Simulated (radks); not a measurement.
# Ionisation of Zn¹⁸⁺: one atom, several choices of exchange strength α

Aim: the ionisation energy of Zn¹⁸⁺ ([Ne] 3s2) to Zn¹⁹⁺ ([Ne] 3s1) for each choice of exchange strength α, and which comes nearest the tabulated value.

The numbers are computed with radks (a radial shooting solver on a logarithmic mesh, Libxc functionals) version 1 (Dirac Kohn-Sham, spin-unpolarised, spherical densities, point nucleus), except any that are marked as measured or tabulated.

### 1 The atom as given

| Quantity | Value |
| --- | --- |
| element | zinc (Z = 30) |
| charge | +18 |
| electrons | 12 |
| configuration | [Ne] 3s2 |
| ion | Zn¹⁹⁺, [Ne] 3s1 |
| choices | α = 0.667; α = 0.832; α = 0.881; α = 0.993; α = 1.004 |

The outer shells:

Zn¹⁸⁺
```
[Ne] core
3s [↑↓]
```

Zn¹⁹⁺
```
[Ne] core
3s [↑ ]
```

### 2 α = 0.667: Zn¹⁸⁺

Settings of this run:

```text
Z 30
configuration [Ne] 3s2
relativity Dirac
functional xalpha 0.667
spin unpolarised
j_filling energy
nucleus point
c 137.035999084
```

### 3 α = 0.667: Zn¹⁹⁺

Changes since step 2:

```diff
@@ -1,3 +1,3 @@
 Z 30
-configuration [Ne] 3s2
+configuration [Ne] 3s1
 relativity Dirac
```

### 4 α = 0.832: Zn¹⁸⁺

Settings of this run:

```text
Z 30
configuration [Ne] 3s2
relativity Dirac
functional xalpha 0.832
spin unpolarised
j_filling energy
nucleus point
c 137.035999084
```

### 5 α = 0.832: Zn¹⁹⁺

Changes since step 4:

```diff
@@ -1,3 +1,3 @@
 Z 30
-configuration [Ne] 3s2
+configuration [Ne] 3s1
 relativity Dirac
```

### 6 α = 0.881: Zn¹⁸⁺

Settings of this run:

```text
Z 30
configuration [Ne] 3s2
relativity Dirac
functional xalpha 0.881
spin unpolarised
j_filling energy
nucleus point
c 137.035999084
```

### 7 α = 0.881: Zn¹⁹⁺

Changes since step 6:

```diff
@@ -1,3 +1,3 @@
 Z 30
-configuration [Ne] 3s2
+configuration [Ne] 3s1
 relativity Dirac
```

### 8 α = 0.993: Zn¹⁸⁺

Settings of this run:

```text
Z 30
configuration [Ne] 3s2
relativity Dirac
functional xalpha 0.993
spin unpolarised
j_filling energy
nucleus point
c 137.035999084
```

### 9 α = 0.993: Zn¹⁹⁺

Changes since step 8:

```diff
@@ -1,3 +1,3 @@
 Z 30
-configuration [Ne] 3s2
+configuration [Ne] 3s1
 relativity Dirac
```

### 10 α = 1.004: Zn¹⁸⁺

Settings of this run:

```text
Z 30
configuration [Ne] 3s2
relativity Dirac
functional xalpha 1.004
spin unpolarised
j_filling energy
nucleus point
c 137.035999084
```

### 11 α = 1.004: Zn¹⁹⁺

Changes since step 10:

```diff
@@ -1,3 +1,3 @@
 Z 30
-configuration [Ne] 3s2
+configuration [Ne] 3s1
 relativity Dirac
```

Q: Predict the outcome of this session. Wanted: for each run, exchange strength α; E(Zn¹⁸⁺); Δ-SCF; −ε(HOMO); <r> HOMO; error.

**Answer**, as computed:

```tsv
exchange strength α	E(Zn¹⁸⁺) (hartree)	Δ-SCF (eV)	−ε(HOMO) (eV)	<r> HOMO (bohr)	error (eV)
α = 0.667	-1617.35524	696.81	677.19	0.5633	-0.69
α = 0.832	-1628.85969	705.66	686.37	0.5594	+8.16
α = 0.881	-1632.28662	708.30	689.10	0.5583	+10.80
α = 0.993	-1640.13762	714.35	695.38	0.5557	+16.85
α = 1.004	-1640.91005	714.95	696.00	0.5555	+17.45
```

In words: The NIST Atomic Spectra Database lists 698 eV (semi-empirical). Nearest is α = 0.667 (-0.69 eV off), farthest α = 1.004 (+17.45 eV). The ionisation energies span 18.14 eV, the total energies of Zn¹⁸⁺ 641 eV: most of the change in the total cancels in the difference. α = 2/3 is LDA exchange; there is no correlation term. The tabulated value is met near α = 0.68. Spin polarisation and multiplet splitting are left out, so open shells lie too high by an amount that depends on their filling.
